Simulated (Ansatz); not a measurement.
Runs of Ansatz 0.2.0 on LiY3. The structure is tetragonal, space group I4/mmm (No. 139). The conventional cell has a = 4.734 Å, b = 4.734 Å, c = 10.653 Å, α = 90.00°, β = 90.00°, γ = 90.00°. Around Y (site symmetry 4/mmm) lie 4 Li at 3.35 Å and 8 Y at 3.56 Å. Y (site symmetry -4m2) is surrounded by 8 Y at 3.35 to 3.56 Å and 4 Li at 3.56 Å. Around Li (site symmetry 4/mmm) lie 12 Y at 3.35 to 3.56 Å. The cell comes from a database or a generator and needn't be the stable form of this composition.

```tsv
task	level	cell	k mesh	cutoff (eV)	points for each segment of the path	gap on the mesh (eV)	pressure (GPa)	relaxed volume (Å³/atom)
relaxation of cell and atoms	PBE	relaxed	6 × 6 × 6	420	-	none	0.0	29.90
relaxation of cell and atoms	r2SCAN	relaxed	6 × 6 × 6	500	-	none	0.0	(b)
relaxation of cell and atoms	BLYP	relaxed	6 × 6 × 6	420	-	none	0.0	30.64
relaxation of cell and atoms	revPBE	relaxed	6 × 6 × 6	420	-	none	0.0	30.85
single point	PBE	as given	8 × 8 × 8	420	-	none	0.0	-
relaxation of cell and atoms	LDA	relaxed	6 × 6 × 6	420	-	none	0.0	26.96
relaxation of cell and atoms	RPBE	relaxed	6 × 6 × 6	420	-	none	0.0	31.16
relaxation of cell and atoms	RPBE+D3(BJ)	relaxed	6 × 6 × 6	420	-	none	0.0	(a)
band structure	PBEsol	as given	6 × 6 × 6	420	14	none	-1.5	-
relaxation of cell and atoms	PBEsol	relaxed	6 × 6 × 6	420	-	none	0.0	(c)
relaxation of cell and atoms	RPBE+D4	relaxed	6 × 6 × 6	420	-	none	0.0	29.72
```

Alike in all rows: potentials or basis Ansatz PAW; no spin polarisation; smearing fermi-dirac 0.05 eV.

Fill in the values left out.

(a) 19.08; (b) 30.42; (c) 28.42.

Caveats: the plane-wave basis is chosen anew once the cell has moved, so the energies of steps on either side of that aren't comparable (some runs); the PAW data sets come from PBE, with cores solved anew for the run's functional, which leaves a small shift of forces and pressure (some runs); the potentials were made for another functional, which shifts forces and pressure (some runs); pairwise dispersion overbinds metals, which lowers pressure and volume (some runs); the volume moved by over 15 % at a fixed basis, so the end points are rough (some runs).

A k mesh can miss the band edges, and the runs leave out spin-orbit coupling on Y.

A gap of «none» marks a metal or a gap under the smearing width.

Not every run made on this cell is shown here.
